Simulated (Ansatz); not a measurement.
**CH5BrOSi: one species, many methods**

One table from this session's results is given with a row withheld; the runs are named, their logs left out.

Program: Ansatz 0.2.0, Gaussian basis. Level of theory: functionals in def2-TZVPP, the program's frozen cores in correlated methods. These are calculated values, not measurements.

Levels to be run: LDA (SPW92), PBE-D4, revPBE-D4, BLYP-D4, r2SCAN-D4, B97M-V, PBE0-D4, B3LYP-D4, r2SCANh-D4, r2SCAN0-D4, HSE06-D4, BHLYP-D4, CAM-B3LYP-D4, LC-ωPBE, ωB97X-V, ωB97M-V, B2PLYP, PBE-QIDH; CCSD(T)/def2-SVP; CCSD(T)/def2-TZVPP; MP2/def2-QZVPP; extrapolation to the limit; RPA on PBE.

**The relaxed structure**

The geometry comes from an earlier relaxation with PBE0-D4 in a triple-zeta def2 set; it is a stationary point, not always the lowest conformer.

SMILES `OC([SiH3])Br`, 9 atoms, charge 0, spin multiplicity 1.

Atoms are counted from 1 here; the program's logs count them from 0.

Bond lengths: O1–C2 1.373 Å, O1–H5 0.963 Å, C2–Si3 1.898 Å, C2–Br4 2.005 Å, C2–H6 1.093 Å, Si3–H7 1.480 Å, Si3–H8 1.482 Å, Si3–H9 1.487 Å. Angles: C2–O1–H5 109.9°, O1–C2–Si3 110.6°, O1–C2–Br4 111.8°, O1–C2–H6 113.3°, Si3–C2–Br4 105.9°, Si3–C2–H6 113.1°, Br4–C2–H6 101.6°, C2–Si3–H7 108.8°, C2–Si3–H8 107.9°, C2–Si3–H9 108.6°, H7–Si3–H8 111.3°, H7–Si3–H9 110.4°, H8–Si3–H9 109.8°.

The first run:

File in.yaml:

```yaml
crystal:
  periodic: [false, false, false]
  atoms:
    - {symbol: O, position_ang: [0.477270, 1.504784, -0.505193]}
    - {symbol: C, position_ang: [-0.411372, 0.500020, -0.210901]}
    - {symbol: Si, position_ang: [0.480831, -0.963044, 0.605171]}
    - {symbol: Br, position_ang: [-1.276139, -0.237515, -1.862046]}
    - {symbol: H, position_ang: [0.004525, 2.271364, -0.847393]}
    - {symbol: H, position_ang: [-1.279439, 0.844254, 0.356704]}
    - {symbol: H, position_ang: [1.501711, -1.481385, -0.333407]}
    - {symbol: H, position_ang: [-0.533036, -1.996693, 0.921325]}
    - {symbol: H, position_ang: [1.124150, -0.487983, 1.858838]}
basis:
  gaussian: {orbitals: def2-TZVPP}
hamiltonian: {xc: lda}
output: {orbitals: {seedname: orbitals}}
```

Among the steps run: LDA; PBE-D4 (GGA); revPBE-D4 (GGA); BLYP-D4 (GGA); r2SCAN-D4 (meta-GGA); B97M-V (meta-GGA); PBE0-D4 (hybrid); B3LYP-D4 (hybrid); r2SCANh-D4 (hybrid); r2SCAN0-D4 (hybrid); HSE06-D4 (hybrid); BHLYP-D4 (hybrid); CAM-B3LYP-D4 (range-separated); LC-ωPBE (range-separated); ωB97X-V (range-separated); ωB97M-V (range-separated); B2PLYP (double hybrid); PBE-QIDH (double hybrid).

One of the session's tables, all rows but one given; the rest of the session is left out.

It belongs to the step «Orbital energies across the functionals». 

| functional | HOMO (eV) | gap (eV) |
| --- | --- | --- |
| LDA (SPW92) | -6.67 | 4.97 |
| PBE-D4 | -6.53 | 5.05 |
| revPBE-D4 | -6.47 | 5.09 |
| BLYP-D4 | -6.39 | 5.01 |
| r2SCAN-D4 | -6.82 | 5.58 |
| B97M-V | -6.96 | 5.69 |
| PBE0-D4 | -7.81 | 7.29 |
| B3LYP-D4 | -7.58 | 6.80 |
| r2SCANh-D4 | -7.30 | 6.41 |
| r2SCAN0-D4 | -8.00 | 7.63 |
| HSE06-D4 | ? | ? |
| BHLYP-D4 | -8.97 | 9.42 |
| CAM-B3LYP-D4 | -9.17 | 9.70 |
| LC-ωPBE | -10.54 | 12.30 |
| ωB97X-V | -10.19 | 11.80 |
| ωB97M-V | -10.05 | 11.43 |

Estimate the missing values for HSE06-D4.

The run gave: HOMO (eV): -7.41; gap (eV): 6.51. In the column «HOMO (eV)» it lies between B3LYP-D4 (-7.58) and r2SCANh-D4 (-7.30).
